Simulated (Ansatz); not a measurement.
**F2H3SSi2 radical: a ladder of functionals and wavefunction methods**

How much do the methods differ for F2H3SSi2 radical? The plan is to run it at one geometry with functionals of several rungs and with coupled cluster, and see how far each lands from CCSD(T) at the basis-set limit for the atomisation energy.

Computed with Ansatz 0.2.0, Gaussian basis. Level: functionals in def2-TZVPP, the program's frozen cores in correlated methods.

Plan: LDA (SPW92), PBE-D4, revPBE-D4, BLYP-D4, r2SCAN-D4, B97M-V, PBE0-D4, B3LYP-D4, r2SCANh-D4, r2SCAN0-D4, HSE06-D4, BHLYP-D4, CAM-B3LYP-D4, LC-ωPBE, ωB97X-V, ωB97M-V, B2PLYP, PBE-QIDH; CCSD(T)/def2-SVP; CCSD(T)/def2-TZVPP; MP2/def2-QZVPP; extrapolation to the limit; RPA on PBE.

## Step 1: Structure used throughout

An earlier PBE0-D4 in a triple-zeta def2 set relaxation fixed the geometry.

8 atoms, charge 0, spin multiplicity 2.

Atoms are counted from 1 here; the program's logs count them from 0.

Bond lengths: F1–Si2 1.602 Å, Si2–S3 2.128 Å, Si2–H6 1.489 Å, S3–Si4 2.127 Å, Si4–F5 1.595 Å, Si4–H7 1.477 Å, Si4–H8 1.479 Å. Angles: F1–Si2–S3 111.1°, F1–Si2–H6 107.0°, S3–Si2–H6 107.3°, Si2–S3–Si4 96.9°, S3–Si4–F5 110.5°, S3–Si4–H7 107.1°, S3–Si4–H8 110.6°, F5–Si4–H7 107.9°, F5–Si4–H8 107.5°, H7–Si4–H8 113.2°.

As a file:

```
F     0.32338    0.19400   -2.51175
Si   -0.19511    1.13128   -1.32117
S    -1.33336    0.01816    0.09090
Si    0.31407   -0.77556    1.17779
F     0.76912    0.23781    2.32206
H    -1.10657    2.14125   -1.92629
H    -0.15232   -2.01711    1.82879
H     1.47299   -0.98694    0.28376
```

## Step 2: LDA

This LDA is Slater exchange with PW92 correlation.

in.yaml reads:

```yaml
crystal:
  periodic: [false, false, false]
  atoms:
    - {symbol: F, position_ang: [0.323377, 0.194000, -2.511754]}
    - {symbol: Si, position_ang: [-0.195114, 1.131284, -1.321166]}
    - {symbol: S, position_ang: [-1.333363, 0.018163, 0.090901]}
    - {symbol: Si, position_ang: [0.314067, -0.775564, 1.177791]}
    - {symbol: F, position_ang: [0.769123, 0.237809, 2.322063]}
    - {symbol: H, position_ang: [-1.106567, 2.141251, -1.926290]}
    - {symbol: H, position_ang: [-0.152315, -2.017106, 1.828793]}
    - {symbol: H, position_ang: [1.472993, -0.986936, 0.283761]}
basis:
  gaussian: {orbitals: def2-TZVPP}
magnetization: {spin_polarized: true, initial_magnetization: 1}
hamiltonian: {xc: lda}
output: {orbitals: {seedname: orbitals}}
```

Started as:

```bash
> ansatz run in.yaml --threads 4 --pin off --events-out ev --progress --plain --max-ram 10444MiB
```

Further steps of the session: PBE-D4 (GGA); revPBE-D4 (GGA); BLYP-D4 (GGA); r2SCAN-D4 (meta-GGA); B97M-V (meta-GGA); PBE0-D4 (hybrid); B3LYP-D4 (hybrid); r2SCANh-D4 (hybrid); r2SCAN0-D4 (hybrid); HSE06-D4 (hybrid); BHLYP-D4 (hybrid); CAM-B3LYP-D4 (range-separated); LC-ωPBE (range-separated); ωB97X-V (range-separated); ωB97M-V (range-separated); B2PLYP (double hybrid); PBE-QIDH (double hybrid); CCSD(T) in def2-SVP; CCSD(T) in def2-TZVPP; MP2 in def2-QZVPP; RPA on PBE orbitals.

Before running them: what should the planned runs give, taken together? Wanted: atomisation energy, CCSD(T)/CBS; farthest beyond LDA; mean size of error, GGA; mean size of error, meta-GGA; mean size of error, hybrid; mean size of error, range-separated; mean size of error, double hybrid; gap, smallest and largest; T1 diagnostic.

The runs gave:

| quantity | value |
| --- | --- |
| atomisation energy, CCSD(T)/CBS | 2741.6 kJ/mol |
| functionals within 13.7 kJ/mol (0.5 %) | PBE-D4, r2SCAN-D4, B97M-V, r2SCANh-D4, CAM-B3LYP-D4, ωB97X-V, ωB97M-V |
| farthest beyond LDA | BHLYP-D4 (-100.0 kJ/mol) |
| mean size of error, GGA | 32.3 kJ/mol |
| mean size of error, meta-GGA | 12.5 kJ/mol |
| mean size of error, hybrid | 42.9 kJ/mol |
| mean size of error, range-separated | 15.3 kJ/mol |
| mean size of error, double hybrid | 47.2 kJ/mol |
| gap, smallest and largest | 1.19 eV (LDA (SPW92)), 8.69 eV (LC-ωPBE) |
| T1 diagnostic | 0.0141 |
| triples share of the correlation energy | 3.4 % |

What this shows: LDA overbinds by 366.8 kJ/mol (13 %). PBE-D4 is off by +11.8 kJ/mol. Double hybrids carry the basis error of their MP2 part in triple zeta, and no dispersion term here, so their miss is partly the set-up's. By mean error the best rung here is meta-GGA (12.5 kJ/mol) and the worst beyond LDA is double hybrid (47.2 kJ/mol). hybrid functionals lie within the reference's doubt of that worst mean (42.9 kJ/mol), so those two tie. The gap between the best rungs is small, so their order is not settled. Misses under about 13.7 kJ/mol are within the doubt on the reference itself, which lacks core-valence correlation, relativity and higher excitations. Hartree-Fock recovers 74 % of the binding; the rest is correlation. CCSD(T) in def2-SVP is off by -278.4 kJ/mol, so the small basis spoils what the method gains. The gap grows from 1.2 to 8.7 eV across the functionals, mostly with the share of exact exchange.
